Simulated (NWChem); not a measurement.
# C2H6BFO (SMILES CCOBF) at 4 levels

We compute a comparison of 4 runs (HF/STO-3G, HF/3-21G, B3LYP/6-31G*) of C2H6BFO. 

The calculation is run with NWChem 7.3.0.

**1. The system as given**

C2H6BFO: 11 atoms, total charge 0, spin state singlet. SMILES: `CCOBF`. The coordinates come from a PBE0-D4/def2-TZVP relaxation. This is one conformer, not always the lowest.

Bond lengths: C1–C2 1.508 Å, C2–O3 1.421 Å, O3–B4 1.338 Å, B4–F5 1.326 Å, C1–H6 1.093 Å, C1–H7 1.091 Å, C1–H8 1.092 Å, C2–H9 1.093 Å, C2–H10 1.095 Å, B4–H11 1.199 Å. Some angles: C1–C2–O3 110.3°, C2–O3–B4 121.8°, O3–B4–F5 117.7°, C1–C2–H9 110.7°, C1–C2–H10 110.9°, O3–C2–H9 107.0°, O3–C2–H10 109.9°, C2–C1–H6 110.1°, C2–C1–H7 110.6°, C2–C1–H8 110.9°.

**2. Energy and forces at HF/STO-3G (run 1)**

m1.nw

```
START m1
TITLE "C2H6BFO hf"
memory total 2200 mb
GEOMETRY units angstroms noautosym nocenter noautoz
 C       -0.378000      -0.674500       1.300800
 C       -0.314400       0.511000       0.370200
 O        0.862400       0.452100      -0.423700
 B        0.811400       0.255300      -1.746500
 F        1.959800       0.192000      -2.405600
 H       -1.253500      -0.595800       1.949600
 H        0.514000      -0.719500       1.928200
 H       -0.450700      -1.607900       0.738400
 H       -0.270400       1.444900       0.936500
 H       -1.198200       0.549200      -0.275700
 H       -0.217000       0.136200      -2.351400
END
BASIS spherical bse
 * library STO-3G
END
SCF
 singlet
 rhf
 thresh 1e-08
 maxiter 80
 noprint "final vectors analysis"
END
TASK scf gradient
```

Started as:

```sh
nwchem m1.nw > m1.out
```

What it wrote:

```text
[...]
  functions       =    31
[...]
  wavefunction    = RHF
[...]
         Total SCF energy =   -274.673931179037
      One-electron energy =   -713.899874674007
      Two-electron energy =    270.820096277409
 Nuclear repulsion energy =    168.405847217562
        Time for solution =      2.3s
[...]
                         RHF ENERGY GRADIENTS
    atom               coordinates                        gradient
                 x          y          z           x          y          z
   1 C      -0.714316  -1.274620   2.458156    0.004552   0.025564  -0.022292
   2 C      -0.594130   0.965650   0.699577    0.002413  -0.020332   0.020721
   3 O       1.629700   0.854345  -0.800677   -0.012700   0.000720   0.005609
   4 B       1.533324   0.482447  -3.300406    0.001615   0.003586   0.021777
   5 F       3.703485   0.362827  -4.545925    0.016056  -0.001358  -0.011493
   6 H      -2.368772  -1.125899   3.684210   -0.004741   0.000615   0.003379
   7 H       0.971319  -1.359658   3.643770    0.004133  -0.000441   0.003182
   8 H      -0.851700  -3.038490   1.395374   -0.000519  -0.004834  -0.002609
   9 H      -0.510982   2.730465   1.769728    0.002391  -0.001537  -0.003473
  10 H      -2.264270   1.037838  -0.520997    0.002693   0.000259  -0.003399
  11 H      -0.410071   0.257381  -4.443502   -0.015892  -0.002243  -0.011403
[...]
```

Wall time 3.6 s (1 thread of Intel Xeon Platinum 8488C (Sapphire Rapids), shared host); peak memory 0.099 GiB.

**3. Energy and gradient at HF/3-21G (run 2)**

test.nw

```
start test
title "C2H6BFO"
memory stack 880 mb heap 220 mb global 1100 mb
charge 0

geometry units au noautosym nocenter noautoz
C   -0.71431648  -1.27462027   2.45815574
C   -0.59412989   0.96565005   0.69957661
O    1.62969981   0.85434518  -0.80067696
B    1.53332378   0.48244708  -3.30040668
F    3.70348526   0.36282742  -4.54592517
H   -2.36877170  -1.12589883   3.68421005
H    0.97131923  -1.35965795   3.64376991
H   -0.85169956  -3.03849064   1.39537377
H   -0.51098194   2.73046528   1.76972852
H   -2.26426984   1.03783759  -0.52099749
H   -0.41007057   0.25738070  -4.44350201
end

basis spherical bse
* library 3-21G
end

scf
thresh 1e-08
maxiter 80
end

task scf gradient
```

Started as:

```sh
nwchem test.nw > test.out
```

What it wrote:

```text
[...]
  functions       =    57
[...]
  wavefunction    = RHF
[...]
         Total SCF energy =   -276.806973621358
      One-electron energy =   -713.979267079168
      Two-electron energy =    268.766458389581
 Nuclear repulsion energy =    168.405835068229
        Time for solution =      2.2s
[...]
                         RHF ENERGY GRADIENTS
    atom               coordinates                        gradient
                 x          y          z           x          y          z
   1 C      -0.714316  -1.274620   2.458156    0.001512   0.012612  -0.010353
   2 C      -0.594130   0.965650   0.699577    0.020029  -0.019872  -0.011796
   3 O       1.629700   0.854345  -0.800677   -0.005904   0.000247  -0.006854
   4 B       1.533324   0.482447  -3.300407    0.014055   0.002915   0.015093
   5 F       3.703485   0.362827  -4.545925   -0.018610   0.001475   0.014312
   6 H      -2.368772  -1.125899   3.684210   -0.004678   0.000589   0.003553
   7 H       0.971319  -1.359658   3.643770    0.004753  -0.000864   0.004738
   8 H      -0.851700  -3.038491   1.395374   -0.000796  -0.005095  -0.002698
   9 H      -0.510982   2.730465   1.769729    0.001209   0.007812   0.003635
  10 H      -2.264270   1.037838  -0.520997   -0.005753   0.000923  -0.005753
  11 H      -0.410071   0.257381  -4.443502   -0.005817  -0.000742  -0.003878
[...]
```

Wall time 3.6 s (1 thread of Intel Xeon Platinum 8488C (Sapphire Rapids), shared host); peak memory 0.099 GiB.

Run 3 isn't shown in full; the table further down has it.

**4. Energy and forces at B3LYP/6-31G(d) (Cartesian functions) (run 4)**

c2h6bfo.nw

```
start c2h6bfo
memory 2200 mb

geometry noautosym nocenter noautoz
  C       -0.378000      -0.674500       1.300800
  C       -0.314400       0.511000       0.370200
  O        0.862400       0.452100      -0.423700
  B        0.811400       0.255300      -1.746500
  F        1.959800       0.192000      -2.405600
  H       -1.253500      -0.595800       1.949600
  H        0.514000      -0.719500       1.928200
  H       -0.450700      -1.607900       0.738400
  H       -0.270400       1.444900       0.936500
  H       -1.198200       0.549200      -0.275700
  H       -0.217000       0.136200      -2.351400
end

basis cartesian
  C library 6-31G*
  O library 6-31G*
  B library 6-31G*
  F library 6-31G*
  H library 6-31G*
end

dft
  xc b3lyp
  mult 1
  grid xfine
  convergence energy 1e-08
  maxiter 100
  mulliken
  print medium
end

task dft gradient
```

Started as:

```sh
nwchem c2h6bfo.nw > c2h6bfo.out
```

What it wrote:

```text
[...]
          Wavefunction type:  closed shell.
          No. of atoms     :    11
          No. of electrons :    40
[...]
          Charge           :     0
          Spin multiplicity:     1
[...]
          AO basis - number of functions:    87
[...]
              XC Information
              --------------
                         B3LYP Method XC Potential
                     Hartree-Fock (Exact) Exchange  0.200
                        Slater Exchange Functional  0.800 local
                    Becke 1988 Exchange Functional  0.720 non-local
              Lee-Yang-Parr Correlation Functional  0.810
                  VWN I RPA Correlation Functional  0.190 local
[...]
 d= 0,ls=0.0,diis     1   -279.7517504600 -4.48D+02  1.37D-02  8.56D-01     4.8
[...]
 d= 0,ls=0.0,diis    10   -279.8451326356 -1.74D-09  3.36D-07  2.10D-09    47.6
         Total DFT energy =     -279.845132635626
      One electron energy =     -716.607703954957
           Coulomb energy =      304.664705068758
    Exchange-Corr. energy =      -36.307980966988
 Nuclear repulsion energy =      168.405847217562
[...]
  wavefunction    = closed shell
                         DFT ENERGY GRADIENTS
    atom               coordinates                        gradient
                 x          y          z           x          y          z
   1 C      -0.714316  -1.274620   2.458156    0.000645   0.003226  -0.003228
   2 C      -0.594130   0.965650   0.699577    0.003887  -0.004026   0.000352
   3 O       1.629700   0.854345  -0.800677   -0.004797  -0.000594  -0.001436
   4 B       1.533324   0.482447  -3.300406    0.002839   0.000691   0.004082
   5 F       3.703485   0.362827  -4.545925   -0.003952   0.000284   0.002997
   6 H      -2.368772  -1.125899   3.684210    0.001786   0.000170  -0.001594
   7 H       0.971319  -1.359658   3.643770   -0.001786   0.000394  -0.001277
   8 H      -0.851700  -3.038490   1.395374    0.000021   0.002049   0.000992
   9 H      -0.510982   2.730465   1.769728    0.000182  -0.001736  -0.000987
  10 H      -2.264270   1.037838  -0.520997    0.001650  -0.000359   0.000461
  11 H      -0.410071   0.257381  -4.443502   -0.000475  -0.000099  -0.000364
[...]
```

It took 59 s on 1 thread of Intel Xeon Platinum 8488C (Sapphire Rapids), shared host; peak memory 0.15 GiB.

**5. The series**

```
run                               level  iteration cap  module  energy (Eh)  dipole moment (D)  largest force (eV/Å)  wall time
  1                           HF/STO-3G             80     scf  -274.673931               1.97                 1.760      3.6 s
  2                            HF/3-21G             80     scf  -276.806974               3.24                 1.573      3.6 s
  3  B3LYP/6-31G* (spherical functions)            100     dft  -279.841012               2.43                 0.282       49 s
  4  B3LYP/6-31G* (Cartesian functions)            100     dft  -279.845133               2.44                 0.288       59 s
```

**6. Outcome**

| quantity | value |
| --- | --- |
| run 4: total energy | -279.84513 Eh |
| run 4: dipole moment | 2.44 D |
| run 4: HOMO energy | -8.61 eV |
| run 4: LUMO energy | 0.90 eV |
| run 4: HOMO–LUMO gap | 9.52 eV |
| run 4: largest force on an atom | 0.288 eV/Å |

The dipole moment (its size) runs from 1.97 D (HF/STO-3G) to 3.24 D (HF/3-21G). Over runs 2, 3, 4 the HOMO–LUMO gap runs from 9.52 eV (B3LYP/6-31G*) to 17.70 eV (HF/3-21G). The two ends differ in method and basis. In run 1 the basis is minimal, so the values are rough. All runs together took 1.9 min, the longest 59 s.
